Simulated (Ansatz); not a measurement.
Input of an Ansatz 0.2.0 run:

Contents of input.yaml:

```yaml
crystal:
  lattice:
    - [4.0911399262, 0.0, 0.0]
    - [-2.0455699631, 3.5430311065, 0.0]
    - [0.0, 0.0, 5.143882]
  atoms:
    - { symbol: Ge, position: [0.3333333333, 0.6666666667, 0.25] }
    - { symbol: Ge, position: [0.6666666667, 0.3333333333, 0.75] }
    - { symbol: Co, position: [0.6666666667, 0.3333333333, 0.25], spin: 1.5 }
    - { symbol: Co, position: [0.3333333333, 0.6666666667, 0.75], spin: 1.5 }
    - { symbol: Mn, position: [0.0, 0.0, 0.5], spin: 3.0 }
    - { symbol: Mn, position: [0.0, 0.0, 0.0], spin: 3.0 }
hamiltonian:
  xc: pbesol
  pseudopotentials: { kind: paw }
magnetization:
  spin_polarized: true
  initial_magnetization: 9.0
  spin_locking: { lock_magnetization: hard }
kpoints:
  mp_grid: { grid: [6, 6, 5] }
scf:
  occupations: { method: fermi_dirac, width: 0.05 }
  lower_state_search: "off"
output:
  forces: true
  stress: true
  eigenvalues: true
```

Potentials or basis: Ansatz PAW.

Launch:

```sh
$ ansatz run input.yaml --threads 2 --pin off --max-ram 5632MiB --backend cpu --events-out ev --progress --plain --runs-dir out
```

(1) Estimate the pressure.

Answers

(1) -0.7 GPa.

Caveat: the total moment is fixed, so each spin has its own Fermi level; the PAW data sets come from PBE, with cores solved anew for the run's functional, which leaves a small shift of forces and pressure; the thresholds are loose for stress.
